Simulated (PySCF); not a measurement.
# C2H9FOSi2: runs on many settings, part 1 of 2

Which settings matter for C2H9FOSi2 (`CCO[Si@H](F)[SiH3]`)?

The runs use PySCF 2.14.0, with density-fitted response routines of our own; the level of theory stands in each step. All values are computed, except where a source is named. Atoms count from 0, in the outputs and in this text.

1 further run of the same task is left out (for a known fault of the program).

## Step 1: The molecule as given

15 atoms, charge 0, multiplicity 1; geometry from: GFN2-xTB.

Bonds of the start (Å): C0–C1 1.52, C1–O2 1.40, O2–Si3 1.61, Si3–F4 1.62, Si3–Si5 2.29, C0–H6 1.09, C0–H7 1.09, C0–H8 1.09, C1–H9 1.10, C1–H10 1.10, Si3–H11 1.46, Si5–H12 1.47, Si5–H13 1.47, Si5–H14 1.47.

## Step 2: Shielding tensors: PBE0/pcSseg-1

Job settings and geometry (Å):

```
{"job": {"kind": "nmr", "xc": "PBE0", "basis": "pcSseg-1"}, "charge": 0, "multiplicity": 1}
C     -2.511529     0.305139    -0.378276
C     -1.504177    -0.054660     0.701193
O     -0.210504    -0.064260     0.153441
Si     1.197718    -0.520317     0.791972
F      1.381449     0.263395     2.203314
Si     2.715202     0.179086    -0.767143
H     -2.478362    -0.430523    -1.177922
H     -3.512625     0.329674     0.043058
H     -2.276466     1.280642    -0.795852
H     -1.730181    -1.041392     1.121153
H     -1.536317     0.676372     1.516907
H      1.148409    -1.892968     1.298805
H      2.609383    -0.577259    -2.018811
H      2.631663     1.600761    -1.121652
H      4.071923    -0.045700    -0.257048
```

Method: GIAO PBE0/pcSseg-1 NMR shielding, non-relativistic, gas phase.

Run with:

```bash
> OMP_NUM_THREADS=1 python probes_run.py task.json out
```

One launch serves the whole session: the jobs run in the order shown.

The log of the run:

```text
coarse grid: 13176 points
cycle   1  E = -835.0291490395  dE =  4.246e-01  |g| = 8.202e-01  |ddm| = 3.316e+00
cycle   2  E = -834.8675624758  dE =  1.616e-01  |g| = 1.275e+00  |ddm| = 1.676e+00
cycle   3  E = -835.1452802312  dE = -2.777e-01  |g| = 8.536e-02  |ddm| = 1.131e+00
cycle   4  E = -835.1463409329  dE = -1.061e-03  |g| = 4.825e-02  |ddm| = 9.447e-02
cycle   5  E = -835.1467541491  dE = -4.132e-04  |g| = 1.128e-02  |ddm| = 3.816e-02
cycle   6  E = -835.1467717875  dE = -1.764e-05  |g| = 3.425e-03  |ddm| = 9.635e-03
cycle   7  E = -835.1467741215  dE = -2.334e-06  |g| = 2.408e-04  |ddm| = 2.457e-03
final grid: 117432 points
cycle   8  E = -835.1964884824  dE = -2.115e-05  |g| = 9.542e-03  |ddm| = 1.728e-02
cycle   9  E = -835.1964725346  dE =  1.595e-05  |g| = 1.348e-02  |ddm| = 1.360e-02
cycle  10  E = -835.1965054285  dE = -3.289e-05  |g| = 1.320e-03  |ddm| = 8.656e-03
cycle  11  E = -835.1965057957  dE = -3.673e-07  |g| = 1.531e-04  |ddm| = 1.193e-03
cycle  12  E = -835.1965058000  dE = -4.245e-09  |g| = 5.090e-05  |ddm| = 1.614e-04
cycle  13  E = -835.1965058004  dE = -3.952e-10  |g| = 2.049e-05  |ddm| = 5.999e-05
converged SCF energy = -835.1965058004

GIAO shielding tensors (ppm)
atom      isotropic    diamagn.    paramagn.     s11        s22        s33       span
  0 C      166.551     246.880     -80.329    148.955    165.174    185.523     36.568
  1 C      122.834     241.973    -119.139     92.917    107.867    167.720     74.803
  2 O      251.878     402.624    -150.746    187.046    258.276    310.313    123.268
  3 Si     348.023     880.077    -532.054    313.156    341.368    389.547     76.391
  4 F      331.422     470.868    -139.446    258.050    336.364    399.852    141.801
  5 Si     472.684     881.025    -408.341    458.745    474.205    485.101     26.356
  6 H       30.224      29.848       0.375     26.643     28.604     35.424      8.781
  7 H       30.685      27.376       3.309     26.723     27.625     37.706     10.983
  8 H       30.125      30.033       0.092     26.465     28.664     35.247      8.782
  9 H       27.734      29.722      -1.989     22.858     27.920     32.423      9.565
 10 H       27.338      29.818      -2.479     21.576     28.125     32.314     10.738
 11 H       26.166      29.871      -3.705     23.177     23.827     31.495      8.317
 12 H       28.512      29.923      -1.411     25.255     26.587     33.695      8.440
 13 H       28.272      30.023      -1.751     25.023     26.384     33.408      8.385
 14 H       28.580      28.530       0.050     25.290     26.169     34.279      8.989
```

Wall time 17 s (1 thread of Arm Neoverse V2, shared host); peak memory 0.76 GiB.

Shifts follow as δ = σ(reference) − σ, with reference shieldings (ppm) from runs at the same level and on the same kind of geometry: ¹H TMS 31.72, ¹³C TMS 186.9, ²⁹Si TMS 349.2, ¹⁹F CFCl3 170.9, ¹⁷O H2O 336.1. The references are single molecules in the gas phase, so shifts against H2O, NH3, PH3, H3PO4 or CFCl3 are not on the usual liquid scales and can be off by tens of ppm. Atoms listed in one row are averaged.

```
        atoms                               environment  σ (ppm)  δ (ppm)  δ scaled to CDCl3
           C1                       sp3 CH2 bonded to O    122.8     64.1               60.6
           C0                             methyl carbon    166.6     20.4               18.0
          H11  hydrogen on a silicon bonded to F, O, Si    26.17     5.55                  –
          H10        hydrogen on an sp3 CH2 bonded to O    27.34     4.38               4.23
           H9        hydrogen on an sp3 CH2 bonded to O    27.73     3.98               3.86
H12, H13, H14        hydrogen on a silicon bonded to Si    28.45     3.26                  –
   H6, H7, H8               hydrogen on a methyl carbon    30.34     1.37               1.40
           O2                    oxygen bonded to C, Si    251.9     84.2                  –
          Si3             silicon bonded to F, O, Si, H    348.0      1.1                  –
          Si5                 silicon bonded to Si, 3 H    472.7   -123.5                  –
           F4                     fluorine bonded to Si    331.4   -160.5                  –
```

The scaled column applies a straight-line fit of computed shieldings to shifts measured in CDCl3, and one for carbons that bear F (root-mean-square error 0.16 ppm for H, 1.9 ppm for C).

Charges from the same density, by scheme (e):

```
atoms  Mulliken    IAO  Hirshfeld  ESP fit
   C0     -0.28  -0.42      -0.12    -0.46
   C1      0.03  -0.04       0.02     0.33
   O2     -0.64  -0.65      -0.22    -0.45
  Si3      0.97   1.14       0.40     0.66
   F4     -0.44  -0.55      -0.22    -0.32
  Si5      0.10   0.25       0.22     0.13
```

Mayer bond orders: C0–C1 1.07, C1–O2 0.85, O2–Si3 1.02, Si3–F4 0.90, Si3–Si5 0.90.

## Step 3: Ultraviolet spectrum: PBE0/def2-SVPD

Settings changed since step 2:

```diff
@@ -1,2 +1,2 @@
-{"job": {"kind": "nmr", "xc": "PBE0", "basis": "pcSseg-1"}, "charge": 0, "multiplicity": 1}
+{"job": {"kind": "uv", "xc": "PBE0", "basis": "def2-SVPD", "nstates": 6, "ntriplets": 2}, "charge": 0, "multiplicity": 1}
 C     -2.511529     0.305139    -0.378276
```

Method: TDDFT PBE0/def2-SVPD, vertical, gas phase, core orbitals frozen in the response.

The log of the run:

```text
coarse grid: 13176 points
cycle   1  E = -834.6655573844  dE =  3.843e-01  |g| = 7.635e-01  |ddm| = 5.269e+00
cycle   2  E = -834.4984102108  dE =  1.671e-01  |g| = 1.225e+00  |ddm| = 2.153e+00
cycle   3  E = -834.7744785639  dE = -2.761e-01  |g| = 8.309e-02  |ddm| = 1.231e+00
cycle   4  E = -834.7755761459  dE = -1.098e-03  |g| = 4.635e-02  |ddm| = 1.438e-01
cycle   5  E = -834.7759963417  dE = -4.202e-04  |g| = 1.186e-02  |ddm| = 5.598e-02
cycle   6  E = -834.7760191334  dE = -2.279e-05  |g| = 3.118e-03  |ddm| = 1.649e-02
cycle   7  E = -834.7760211589  dE = -2.025e-06  |g| = 2.750e-04  |ddm| = 3.761e-03
final grid: 117432 points
cycle   8  E = -834.8864589345  dE = -1.813e-05  |g| = 8.555e-03  |ddm| = 6.897e-02
cycle   9  E = -834.8864455661  dE =  1.337e-05  |g| = 1.207e-02  |ddm| = 1.960e-02
cycle  10  E = -834.8864739128  dE = -2.835e-05  |g| = 1.257e-03  |ddm| = 1.139e-02
cycle  11  E = -834.8864742756  dE = -3.627e-07  |g| = 1.127e-04  |ddm| = 1.481e-03
cycle  12  E = -834.8864742778  dE = -2.221e-09  |g| = 5.726e-05  |ddm| = 2.500e-04
cycle  13  E = -834.8864742784  dE = -5.889e-10  |g| = 2.015e-05  |ddm| = 1.041e-04
converged SCF energy = -834.8864742784

Static polarisability (au): isotropic 83.320, principal 71.430 80.974 97.556

Singlet excitations
state   eV       nm        f      main configurations
  1   6.6869    185.4   0.03304   H->L 0.96
  2   6.9513    178.4   0.01801   H->L+1 0.95
  3   7.3472    168.8   0.04663   H-1->L 0.96
  4   7.6144    162.8   0.01608   H-1->L+1 0.89
  5   7.7731    159.5   0.00681   H-2->L 0.89
  6   7.8925    157.1   0.00726   H->L+2 0.88

Triplet excitations (Tamm-Dancoff, eV): 5.8480 6.2304
```

It took 26 s on 1 thread of Arm Neoverse V2, shared host; peak memory 0.84 GiB.

Frontier orbitals and where they lie:

```
orbital     eV                         atoms
 HOMO−3  -9.88  Si5 42 %, H14 29 %, H13 17 %
 HOMO−2  -9.33     O2 33 %, C1 15 %, C0 14 %
 HOMO−1  -8.84    O2 40 %, C1 16 %, H10 10 %
   HOMO  -8.28   O2 27 %, Si3 19 %, Si5 16 %
   LUMO  -0.37  Si5 31 %, Si3 31 %, H11 10 %
 LUMO+1  -0.01   Si5 29 %, Si3 28 %, H11 8 %
 LUMO+2   0.63    Si5 32 %, Si3 14 %, C0 9 %
```

With each of the 6 states as a Gaussian band of 0.4 eV half-width at 1/e, the curve within the window shown has maxima at 168 nm (ε 2,800) L/(mol cm). Beyond the last state computed it falls off for lack of states. The curve at chosen wavelengths:

```json
{"nm": "151", "ε (L/mol/cm)": "362"}
{"nm": "153", "ε (L/mol/cm)": "608"}
{"nm": "155", "ε (L/mol/cm)": "924"}
{"nm": "157", "ε (L/mol/cm)": "1293"}
{"nm": "159", "ε (L/mol/cm)": "1687"}
{"nm": "161", "ε (L/mol/cm)": "2073"}
{"nm": "163", "ε (L/mol/cm)": "2408"}
{"nm": "166", "ε (L/mol/cm)": "2731"}
{"nm": "168", "ε (L/mol/cm)": "2800"}
{"nm": "170", "ε (L/mol/cm)": "2766"}
{"nm": "172", "ε (L/mol/cm)": "2667"}
{"nm": "174", "ε (L/mol/cm)": "2548"}
{"nm": "176", "ε (L/mol/cm)": "2439"}
{"nm": "178", "ε (L/mol/cm)": "2350"}
{"nm": "180", "ε (L/mol/cm)": "2268"}
{"nm": "182", "ε (L/mol/cm)": "2168"}
{"nm": "184", "ε (L/mol/cm)": "2030"}
{"nm": "186", "ε (L/mol/cm)": "1843"}
{"nm": "188", "ε (L/mol/cm)": "1613"}
{"nm": "191", "ε (L/mol/cm)": "1222"}
{"nm": "193", "ε (L/mol/cm)": "964"}
{"nm": "195", "ε (L/mol/cm)": "728"}
{"nm": "197", "ε (L/mol/cm)": "528"}
{"nm": "199", "ε (L/mol/cm)": "368"}
{"nm": "201", "ε (L/mol/cm)": "247"}
{"nm": "203", "ε (L/mol/cm)": "160"}
```

Further results of this job:

```
           property  computed
  dipole moment (D)      1.63
polarisability (Å³)     12.35
 HOMO–LUMO gap (eV)      7.92
      −ε(HOMO) (eV)      8.28
```

## Step 4: Ultraviolet spectrum: PBE0/def2-SVP

Settings changed since step 3:

```diff
@@ -1,2 +1,2 @@
-{"job": {"kind": "uv", "xc": "PBE0", "basis": "def2-SVPD", "nstates": 6, "ntriplets": 2}, "charge": 0, "multiplicity": 1}
+{"job": {"kind": "uv", "xc": "PBE0", "basis": "def2-SVP", "nstates": 12, "ntriplets": 2, "tda": false}, "charge": 0, "multiplicity": 1}
 C     -2.511529     0.305139    -0.378276
```

Method: TDDFT PBE0/def2-SVP, vertical, gas phase, core orbitals frozen in the response.

The log of the run:

```text
coarse grid: 13176 points
cycle   1  E = -834.6306676626  dE =  4.018e-01  |g| = 7.997e-01  |ddm| = 3.618e+00
cycle   2  E = -834.4732867173  dE =  1.574e-01  |g| = 1.229e+00  |ddm| = 1.762e+00
cycle   3  E = -834.7492543142  dE = -2.760e-01  |g| = 7.599e-02  |ddm| = 1.140e+00
cycle   4  E = -834.7501174685  dE = -8.632e-04  |g| = 4.459e-02  |ddm| = 9.808e-02
cycle   5  E = -834.7505088415  dE = -3.914e-04  |g| = 1.016e-02  |ddm| = 4.122e-02
cycle   6  E = -834.7505255449  dE = -1.670e-05  |g| = 2.866e-03  |ddm| = 9.781e-03
cycle   7  E = -834.7505273077  dE = -1.763e-06  |g| = 2.221e-04  |ddm| = 2.456e-03
final grid: 117432 points
cycle   8  E = -834.8609575706  dE = -1.445e-05  |g| = 8.434e-03  |ddm| = 1.876e-02
cycle   9  E = -834.8609454319  dE =  1.214e-05  |g| = 1.168e-02  |ddm| = 1.474e-02
cycle  10  E = -834.8609723707  dE = -2.694e-05  |g| = 1.138e-03  |ddm| = 8.846e-03
cycle  11  E = -834.8609726676  dE = -2.968e-07  |g| = 9.709e-05  |ddm| = 1.150e-03
cycle  12  E = -834.8609726692  dE = -1.638e-09  |g| = 4.549e-05  |ddm| = 1.318e-04
cycle  13  E = -834.8609726696  dE = -3.606e-10  |g| = 1.534e-05  |ddm| = 5.113e-05
converged SCF energy = -834.8609726696

Static polarisability (au): isotropic 72.570, principal 61.680 70.869 85.162

Singlet excitations
state   eV       nm        f      main configurations
  1   6.8810    180.2   0.03649   H->L 0.95
  2   7.1268    174.0   0.02260   H->L+1 0.95
  3   7.5220    164.8   0.04753   H-1->L 0.96
  4   7.7535    159.9   0.02311   H-1->L+1 0.90
  5   7.9226    156.5   0.01285   H-2->L 0.89
  6   8.2568    150.2   0.00968   H-2->L+1 0.85
  7   8.3868    147.8   0.01006   H-3->L 0.73, H-4->L+1 0.11
  8   8.7630    141.5   0.02026   H-4->L 0.45, H->L+2 0.37, H-3->L 0.09
  9   8.9179    139.0   0.15110   H->L+2 0.32, H-3->L+1 0.20, H->L+3 0.15
 10   8.9813    138.0   0.07622   H-4->L+1 0.55, H-3->L+1 0.23
 11   9.0072    137.7   0.04272   H->L+3 0.65, H-1->L+3 0.10
 12   9.2235    134.4   0.16267   H-1->L+2 0.32, H-3->L+1 0.23, H->L+2 0.15

Triplet excitations (Tamm-Dancoff, eV): 5.9869 6.3629
```

It took 17 s on 1 thread of Arm Neoverse V2, shared host; peak memory 0.68 GiB.

This run: HOMO -8.17 eV, LUMO -0.08 eV; lowest singlet 6.88 eV.

(Continued in part 2 of 2.)
